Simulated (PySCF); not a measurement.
# C₃H₈OSi: electronic excitations and core binding energies

Wanted: the electronic excitations and core binding energies of C₃H₈OSi (`C=CCO[SiH3]`), by calculation.

Programs: PySCF 2.14.0, with density-fitted response routines of our own. Each step states its level of theory. These are calculated values for one molecule in the gas phase, unless marked as measured. Atoms are numbered from 0 throughout.

**1. The molecule as given**

13 atoms, charge 0, multiplicity 1; geometry from: GFN2-xTB.

Bonds of the start (Å): C0–C1 1.32, C1–C2 1.50, C2–O3 1.40, O3–Si4 1.62, C0–H5 1.08, C0–H6 1.08, C1–H7 1.08, C2–H8 1.10, C2–H9 1.10, Si4–H10 1.47, Si4–H11 1.47, Si4–H12 1.45.

**2. Excited states and response: PBE0/def2-SVPD**

The job: settings as JSON, then the geometry in Å.

```
{"job": {"kind": "uv", "xc": "PBE0", "basis": "def2-SVPD", "nstates": 8, "ntriplets": 3}, "charge": 0, "multiplicity": 1}
C      2.475740     0.671170     0.208831
C      1.472131    -0.140780     0.478581
C      0.248809    -0.286638    -0.373053
O     -0.894696    -0.147701     0.421859
Si    -2.455065    -0.142028    -0.002601
H      2.479246     1.296409    -0.669178
H      3.340639     0.737651     0.846328
H      1.470264    -0.753361     1.369325
H      0.246553    -1.283056    -0.839884
H      0.246326     0.461874    -1.174563
H     -2.849928    -1.420565    -0.604874
H     -2.737299     0.913682    -0.981138
H     -3.047108     0.093830     1.302639
```

Level: TDDFT PBE0/def2-SVPD, vertical, gas phase, core orbitals frozen in the response.

On the command line:

```console
$ OMP_NUM_THREADS=1 python probes_run.py task.json out
```

This one command runs all jobs of the session in turn.

What it wrote:

```text
coarse grid: 10928 points
cycle   1  E = -483.1082724139  dE =  4.413e-01  |g| = 6.309e-01  |ddm| = 5.022e+00
cycle   2  E = -482.9811187162  dE =  1.272e-01  |g| = 1.026e+00  |ddm| = 1.896e+00
cycle   3  E = -483.1865072580  dE = -2.054e-01  |g| = 9.115e-02  |ddm| = 1.170e+00
cycle   4  E = -483.1880505787  dE = -1.543e-03  |g| = 3.872e-02  |ddm| = 2.024e-01
cycle   5  E = -483.1884117605  dE = -3.612e-04  |g| = 1.260e-02  |ddm| = 7.284e-02
cycle   6  E = -483.1884505946  dE = -3.883e-05  |g| = 3.279e-03  |ddm| = 1.982e-02
cycle   7  E = -483.1884533105  dE = -2.716e-06  |g| = 2.310e-04  |ddm| = 4.963e-03
final grid: 99736 points
cycle   8  E = -483.2582808632  dE = -1.733e-05  |g| = 8.156e-03  |ddm| = 1.011e-01
cycle   9  E = -483.2582684408  dE =  1.242e-05  |g| = 1.158e-02  |ddm| = 2.317e-02
cycle  10  E = -483.2582945727  dE = -2.613e-05  |g| = 1.220e-03  |ddm| = 1.367e-02
cycle  11  E = -483.2582949225  dE = -3.498e-07  |g| = 1.125e-04  |ddm| = 1.645e-03
cycle  12  E = -483.2582949247  dE = -2.252e-09  |g| = 6.218e-05  |ddm| = 3.122e-04
cycle  13  E = -483.2582949256  dE = -8.334e-10  |g| = 2.580e-05  |ddm| = 1.095e-04
converged SCF energy = -483.2582949256

Static polarisability (au): isotropic 68.082, principal 57.390 60.827 86.030

Singlet excitations
state   eV       nm        f      main configurations
  1   6.6471    186.5   0.03309   H->L 0.53, H-1->L 0.40
  2   7.1866    172.5   0.02099   H->L+1 0.55, H-1->L 0.28
  3   7.2604    170.8   0.05133   H-2->L 0.66, H->L+1 0.13, H-1->L+1 0.09
  4   7.2829    170.2   0.10626   H-1->L+1 0.31, H->L 0.25, H-2->L 0.21
  5   7.5807    163.6   0.02439   H->L+2 0.41, H->L+3 0.31, H-1->L+1 0.14
  6   7.8185    158.6   0.01011   H-2->L+1 0.72, H-3->L 0.15
  7   7.9050    156.8   0.08646   H-1->L+2 0.32, H->L+2 0.30, H->L+3 0.28
  8   8.0050    154.9   0.22113   H-1->L+1 0.27, H->L+1 0.17, H->L+3 0.17

Triplet excitations (Tamm-Dancoff, eV): 4.4616 6.4217 6.9115
```

Run time: 34 s. Hardware: 1 thread of Arm Neoverse N1, shared host; peak memory 0.65 GiB.

The orbitals next to the gap, with their largest atomic shares:

```csv
orbital,eV,atoms
HOMO−3,-9.79,"Si4 22 %, H12 20 %, C1 12 %"
HOMO−2,-8.77,"O3 43 %, Si4 13 %, C2 11 %"
HOMO−1,-8.31,"O3 40 %, Si4 13 %, C1 10 %"
HOMO,-7.75,"C0 32 %, C1 29 %, O3 11 %"
LUMO,-0.11,"C0 23 %, C1 20 %, Si4 16 %"
LUMO+1,0.47,"Si4 26 %, C1 15 %, C0 13 %"
LUMO+2,0.90,"Si4 50 %, H11 10 %, H10 10 %"
```

With each of the 8 states as a Gaussian band of 0.4 eV half-width at 1/e, the curve within the window shown has maxima at 156 nm (ε 13,000) L/(mol cm). Beyond the last state computed it falls off for lack of states. The curve at chosen wavelengths:

nm, ε (L/mol/cm) and a bar:
```
      149       6529 ##############
      151       9505 #####################
      153      11977 ###########################
      156      13439 ##############################
      158      12881 #############################
      160      11681 ##########################
      162      10471 #######################
      164       9634 #####################
      167       9062 ####################
      169       8776 ###################
      171       8277 ##################
      173       7479 #################
      175       6448 ##############
      178       4805 ##########
      180       3850 ########
      182       3085 #######
      184       2506 #####
      186       2069 ####
      189       1571 ###
      191       1292 ###
      193       1038 ##
      195        809 #
      197        608 #
      200        369 
      202        253 
      204        167
```

Ground-state properties from the same run:

```csv
property,computed
dipole moment (D),0.96
polarisability (Å³),10.09
HOMO–LUMO gap (eV),7.64
−ε(HOMO) (eV),7.75
```

**3. X-ray photoelectron lines: SCAN, X2C**

Settings changed since step 2:

```diff
@@ -1,2 +1,2 @@
-{"job": {"kind": "uv", "xc": "PBE0", "basis": "def2-SVPD", "nstates": 8, "ntriplets": 3}, "charge": 0, "multiplicity": 1}
+{"job": {"kind": "xps"}, "charge": 0, "multiplicity": 1}
 C      2.475740     0.671170     0.208831
```

With the program's defaults for keys left out, this is: delta-SCF UKS SCAN, pcX-2 on the ionised atom, pcseg-1 elsewhere, spin-free X2C.

What it wrote:

```text
ground state, core basis on atom 0 (C), 145 functions
  cycle   1  E = -484.24996387  |g| = 6.88e-01
  cycle   2  E = -484.01657598  |g| = 1.28e+00
  cycle   3  E = -484.34359361  |g| = 1.57e-01
  cycle   4  E = -484.34840569  |g| = 5.99e-02
  cycle   5  E = -484.34912248  |g| = 2.81e-02
  cycle   6  E = -484.34931940  |g| = 7.82e-03
  cycle   7  E = -484.34933457  |g| = 7.06e-04
  cycle   8  E = -484.34933372  |g| = 2.07e-04
  E(ground) = -484.38994430 Eh
hole in C 1s of atom 0
  cycle   1  E = -473.10819147  |g| = 1.50e+00
  cycle   2  E = -471.29730876  |g| = 2.06e+00
  cycle   3  E = -473.41133005  |g| = 7.23e-01
  cycle   4  E = -473.61208432  |g| = 3.82e-01
  cycle   5  E = -473.67197068  |g| = 1.37e-01
  cycle   6  E = -473.67938880  |g| = 2.98e-02
  cycle   7  E = -473.67979416  |g| = 1.15e-02
  cycle   8  E = -473.67987000  |g| = 3.91e-03
  cycle   9  E = -473.67988275  |g| = 2.95e-03
  cycle  10  E = -473.67988908  |g| = 1.28e-03
  cycle  11  E = -473.67989045  |g| = 4.82e-04
  E(ion) = -473.71995159 Eh   <S^2> = 0.7837   hole on atom = 1.000   binding energy = 290.345 eV
ground state, core basis on atom 1 (C), 145 functions
  cycle   1  E = -484.35003193  |g| = 6.33e-02
  cycle   2  E = -484.34921044  |g| = 6.40e-02
  cycle   3  E = -484.34991583  |g| = 3.73e-02
  cycle   4  E = -484.35028393  |g| = 6.04e-03
  cycle   5  E = -484.35029301  |g| = 8.64e-04
  cycle   6  E = -484.35029327  |g| = 3.92e-04
  E(ground) = -484.39103989 Eh
hole in C 1s of atom 1
  cycle   1  E = -473.09962860  |g| = 1.51e+00
  cycle   2  E = -470.85362704  |g| = 2.19e+00
  cycle   3  E = -473.40926617  |g| = 6.46e-01
  cycle   4  E = -473.57767561  |g| = 4.48e-01
  cycle   5  E = -473.66228575  |g| = 1.36e-01
  cycle   6  E = -473.67083067  |g| = 2.96e-02
  cycle   7  E = -473.67120686  |g| = 1.42e-02
  cycle   8  E = -473.67133139  |g| = 6.87e-03
  cycle   9  E = -473.67138369  |g| = 4.56e-03
  cycle  10  E = -473.67141553  |g| = 2.66e-03
  cycle  11  E = -473.67143662  |g| = 1.58e-03
  cycle  12  E = -473.67144487  |g| = 6.19e-04
  cycle  13  E = -473.67144687  |g| = 2.34e-04
  E(ion) = -473.71150007 Eh   <S^2> = 0.8084   hole on atom = 1.000   binding energy = 290.605 eV
ground state, core basis on atom 2 (C), 145 functions
  cycle   1  E = -484.35052324  |g| = 5.93e-02
  cycle   2  E = -484.35027957  |g| = 3.72e-02
  cycle   3  E = -484.35023878  |g| = 3.86e-02
  cycle   4  E = -484.35063625  |g| = 6.58e-03
  cycle   5  E = -484.35064828  |g| = 9.75e-04
  cycle   6  E = -484.35064861  |g| = 3.70e-04
  E(ground) = -484.39023220 Eh
hole in C 1s of atom 2
  cycle   1  E = -473.04685705  |g| = 1.51e+00
  cycle   2  E = -471.55171781  |g| = 2.27e+00
  cycle   3  E = -473.49601904  |g| = 4.72e-01
  cycle   4  E = -473.53018809  |g| = 3.80e-01
  cycle   5  E = -473.60050315  |g| = 9.60e-02
  cycle   6  E = -473.60480545  |g| = 2.13e-02
  cycle   7  E = -473.60499359  |g| = 1.19e-02
  cycle   8  E = -473.60505638  |g| = 5.39e-03
  cycle   9  E = -473.60507863  |g| = 2.22e-03
  cycle  10  E = -473.60508585  |g| = 1.45e-03
  cycle  11  E = -473.60509361  |g| = 9.10e-04
  cycle  12  E = -473.60509692  |g| = 6.44e-04
  cycle  13  E = -473.60510014  |g| = 3.71e-04
  E(ion) = -473.64379785 Eh   <S^2> = 0.7739   hole on atom = 1.000   binding energy = 292.425 eV
ground state, core basis on atom 3 (O), 145 functions
  cycle   1  E = -484.38179186  |g| = 1.00e-01
  cycle   2  E = -484.38091816  |g| = 8.33e-02
  cycle   3  E = -484.38157614  |g| = 5.87e-02
  cycle   4  E = -484.38216071  |g| = 6.40e-03
  cycle   5  E = -484.38216985  |g| = 2.28e-03
  cycle   6  E = -484.38216963  |g| = 4.31e-04
  E(ground) = -484.41997932 Eh
hole in O 1s of atom 3
  cycle   1  E = -463.78506853  |g| = 2.23e+00
  cycle   2  E = -462.95183754  |g| = 2.37e+00
  cycle   3  E = -464.45826842  |g| = 5.85e-01
  cycle   4  E = -464.51665286  |g| = 4.03e-01
  cycle   5  E = -464.60308457  |g| = 1.31e-01
  cycle   6  E = -464.61171786  |g| = 4.35e-02
  cycle   7  E = -464.61261102  |g| = 6.00e-03
  cycle   8  E = -464.61262770  |g| = 3.00e-03
  cycle   9  E = -464.61263220  |g| = 1.15e-03
  cycle  10  E = -464.61263421  |g| = 5.87e-04
  cycle  11  E = -464.61263467  |g| = 4.85e-04
  E(ion) = -464.65101117 Eh   <S^2> = 0.7621   hole on atom = 1.000   binding energy = 537.941 eV
ground state, core basis on atom 4 (Si), 156 functions
  cycle   1  E = -484.44871757  |g| = 2.96e-01
  cycle   2  E = -484.44690821  |g| = 1.30e-01
  cycle   3  E = -484.44510946  |g| = 1.58e-01
  cycle   4  E = -484.44971653  |g| = 1.60e-02
  cycle   5  E = -484.44975799  |g| = 5.36e-03
  cycle   6  E = -484.44976620  |g| = 7.85e-04
  cycle   7  E = -484.44976450  |g| = 1.85e-04
  E(ground) = -484.44858837 Eh
hole in Si 1s of atom 4
  cycle   1  E = -415.52021500  |g| = 4.35e+00
  cycle   2  E = -414.23608154  |g| = 2.41e+00
  cycle   3  E = -412.31893539  |g| = 2.11e+00
  cycle   4  E = -416.48651923  |g| = 3.84e-01
  cycle   5  E = -416.53683238  |g| = 2.57e-01
  cycle   6  E = -416.55868764  |g| = 1.27e-01
  cycle   7  E = -416.56556025  |g| = 2.09e-02
  cycle   8  E = -416.56568163  |g| = 1.35e-02
  cycle   9  E = -416.56575283  |g| = 6.73e-03
  cycle  10  E = -416.56577847  |g| = 1.52e-03
  cycle  11  E = -416.56577883  |g| = 3.78e-04
  E(ion) = -416.57185932 Eh   <S^2> = 0.7521   hole on atom = 1.000   binding energy = 1847.020 eV
hole in Si 2p of atom 4
  cycle   1  E = -480.17827776  |g| = 1.23e+00
  cycle   2  E = -478.69293128  |g| = 1.53e+00
  cycle   3  E = -480.19659408  |g| = 6.87e-01
  cycle   4  E = -480.47015911  |g| = 1.60e-01
  cycle   5  E = -480.48468955  |g| = 1.19e-01
  cycle   6  E = -480.48977487  |g| = 5.03e-02
  cycle   7  E = -480.49076364  |g| = 9.67e-03
  cycle   8  E = -480.49078614  |g| = 6.61e-03
  cycle   9  E = -480.49081028  |g| = 1.17e-03
  cycle  10  E = -480.49081027  |g| = 4.40e-04
  E(ion) = -480.50055057 Eh   <S^2> = 0.7517   hole on atom = 1.002   binding energy = 107.432 eV
  2p3/2 = 107.177 eV   2p1/2 = 107.802 eV
```

Run time: 92 s. Hardware: 1 thread of Arm Neoverse N1, shared host; peak memory 0.47 GiB.

Binding energies by hole, beside the orbital energy of the ground state; the difference holds orbital relaxation and, for a density functional, its self-interaction error:

```csv
hole,stands for,environment,ΔSCF (eV; 2p as the shell's mean),−ε (eV),⟨S²⟩
C1s on C0,C0,terminal =CH2 carbon,290.35,273.5,0.784
C1s on C1,C1,alkene CH,290.61,273.8,0.808
C1s on C2,C2,allylic sp3 CH2 bonded to O,292.43,275.2,0.774
O1s on O3,O3,"oxygen bonded to C, Si",537.94,516.5,0.762
Si1s on Si4,Si4,"silicon bonded to O, 3 H",1847.02,1793.5,0.752
Si2p on Si4,Si4,"silicon bonded to O, 3 H",107.39,96.3,0.752
```

With the spin-orbit splitting: Si4 2p3/2 107.18, 2p1/2 107.80 eV. The table gives each 2p level as the mean over the whole 2p shell (two parts 2p3/2, one part 2p1/2), which differs a little from the single hole in the log.

**4. What came out**

| quantity | value |
| --- | --- |
| lowest singlet (PBE0/def2-SVPD) | 6.65 eV (187 nm), f = 0.033 |
| brightest single state of those computed | state 8, 8.01 eV, f = 0.221 |
| lowest triplet | 4.46 eV |
| C1s binding energies, SCAN/pcX-2 | C2 292.43, C1 290.61, C0 290.35 eV |
| O1s binding energies, SCAN/pcX-2 | O3 537.94 eV |
| Si1s binding energies, SCAN/pcX-2 | Si4 1847.02 eV |
| Si2p binding energies, SCAN/pcX-2 | Si4 107.39 eV |

The lowest singlet, at 6.65 eV, is HOMO→LUMO 0.53, HOMO−1→LUMO 0.40 and is weak; of the 8 states computed, the strongest absorption comes from state 8 at 8.01 eV (the last computed, so partners may be missing). The lowest triplet lies 2.19 eV below the lowest singlet (triplets in Tamm-Dancoff, singlets in full TDDFT). States above −ε(HOMO) lie where TDDFT describes them poorly and they hang on the basis; the brightest is among them. C2 (allylic sp3 CH2 bonded to O) binds its C1s electron 2.08 eV more tightly than C0 (terminal =CH2 carbon).
